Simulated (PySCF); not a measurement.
# C6H2N2O: the cost of one run

Programs: PySCF 2.14.0, with routines of our own; each step states its level. All values are computed. Atoms count from 0.

## (1) The system as given

11 atoms, charge 0, multiplicity 1; geometry from: GFN2-xTB.

## (2) Optimising the geometry at PBE0-D3(BJ)/def2-SVP

Job settings and geometry (Å):

```
{"job": {"xc": "PBE0", "basis": "def2-SVP", "d3": "d3bj", "grid": 2, "kind": "geom"}, "charge": 0, "multiplicity": 1}
N      3.264531     0.272785     1.655299
C      2.561530    -0.010274     0.798663
C      1.713404    -0.369358    -0.274387
C      0.452095    -0.062046    -0.293014
C     -0.833602     0.203576    -0.255213
C     -1.343694     1.413498    -0.790625
N     -1.783134     2.378214    -1.220847
C     -1.818581    -0.745760     0.337144
O     -1.548929    -1.832644     0.757605
H      2.185959    -0.908016    -1.086977
H     -2.844156    -0.337305     0.346388
```

Run with:

```sh
$ OMP_NUM_THREADS=1 python excited_run.py task.json out
```

The driver reads the jobs from task.json and runs them one after another.

Q: Estimate the wall time and peak memory of this first job on 1 thread of Arm Neoverse N1, shared host.

About 65 s, with a peak of 0.67 GiB.
